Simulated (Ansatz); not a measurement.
# Cd2Te3: the cost of one run

Program: Ansatz 0.2.0. Level of theory: DFT PBE, scalar-relativistic, plane waves, PAW. These are calculated values, not measurements.

3 further runs of the same task are left out: 2 that didn't finish, 1 set aside as unsound or not needed.

## Step 1: Starting point

It takes space group P-3m1 (No. 164, trigonal). The conventional cell has a = 5.121 Å, b = 5.121 Å, c = 6.369 Å, α = 90.00°, β = 90.00°, γ = 120.00°. Cd (site symmetry 3m) has 8 Te at 3.07 to 3.60 Å as nearest neighbours. Te (site symmetry 3m) has 5 Cd at 3.07 to 3.28 Å and 3 Te at 3.20 Å as nearest neighbours. Te (site symmetry -3m) has 6 Te at 3.20 Å and 6 Cd at 3.60 Å as nearest neighbours.

As a file:

```
CELL_PARAMETERS angstrom
5.12060 0.00000 0.00000
-2.56030 4.43457 0.00000
0.00000 0.00000 6.36855
ATOMIC_POSITIONS crystal
Cd 0.66667 0.33333 0.32167
Cd 0.33333 0.66667 0.67833
Te 0.66667 0.33333 0.80654
Te 0.33333 0.66667 0.19346
Te 0.00000 0.00000 0.00000
```

A structure generator made this guess: species swapped into a database cell of In2Au3 (P-3m1, No. 164), with Cd on the In sites and Te on the Au sites. Its size is a rough estimate.

## Step 2: A first look at the guess

Contents of input.yaml:

```yaml
crystal:
  lattice:
    - [5.12060053, 0.0, 0.0]
    - [-2.56030027, 4.43457014, 0.0]
    - [0.0, 0.0, 6.36854504]
  atoms:
    - { symbol: Cd, position: [0.66666667, 0.33333333, 0.3216702] }
    - { symbol: Cd, position: [0.33333333, 0.66666667, 0.6783298] }
    - { symbol: Te, position: [0.66666667, 0.33333333, 0.80654472] }
    - { symbol: Te, position: [0.33333333, 0.66666667, 0.19345528] }
    - { symbol: Te, position: [0.0, 0.0, 0.0] }
basis:
  ecutwfc: 420
kpoints:
  mp_grid: { grid: [6, 6, 4] }
hamiltonian:
  xc: pbe
scf:
  occupations: { method: gaussian, width: 0.1 }
  lower_state_search: "off"
output:
  forces: true
  stress: true
  eigenvalues: true
```

The run is started by

```console
$ ansatz run input.yaml --threads 1 --pin off --max-ram 2560MiB --backend cpu --events-out ev --progress --plain --runs-dir out
```

What time and memory should one allow on 1 thread of Arm Neoverse V1, shared host?

About 10 s, with a peak of 0.45 GiB.
